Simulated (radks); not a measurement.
# Exchange and kinetic functionals tested on atomic densities: Yb, Pm⁵⁴⁺, P³⁺, Li, O⁴⁺

An exercise on one series of results from a longer session: the logs are not shown, and one member is left open.

Program: radks (a radial shooting solver on a logarithmic mesh, Libxc functionals) version 1. Level of theory: non-relativistic Kohn-Sham, r2SCAN, spin-polarised, spherical densities, point nucleus; open shells are filled with parallel spins first. These are calculated values, not measurements, unless marked.

## The atom as given

| Quantity | Value |
| --- | --- |
| species | Yb ([Xe] 4f14 6s2), Pm⁵⁴⁺ ([He] 2s2 2p3), P³⁺ ([Ne] 3s2), Li ([He] 2s1), O⁴⁺ ([He] 2s2) |

The first run:

The run's settings:

```text
Z 70
configuration [Xe] 4f14 6s2
relativity non-relativistic
functional r2scan,r2scan
spin polarised
nucleus point
```

Steps of the session up to this table: Yb, [Xe] 4f14 6s2.

One of the session's tables, all rows but one given; the rest of the session is left out.

It belongs to the step «Yb, [Xe] 4f14 6s2». Sizes of the orbitals, from the radial functions (bohr):

```
level     <r>  outermost maximum (interpolated)  90 % within  nodes
   3d  0.1975                             0.162        0.306      0
   4s  0.5265                             0.490        0.755      3
   4p  0.5369                             0.493        0.780      2
   4d  0.5630                             0.494        0.845      1
   5s       ?                                 ?            ?      ?
   5p   1.502                              1.28         2.22      3
   4f  0.7443                             0.477         1.29      0
   6s   4.311                              3.65         6.36      5
```

**Question.** Estimate the row for 5s.

The run gave: <r>: 1.323; outermost maximum (interpolated): 1.17; 90 % within: 1.92; nodes: 4. In the column «<r>» it lies between 4f (0.7443) and 5p (1.502).
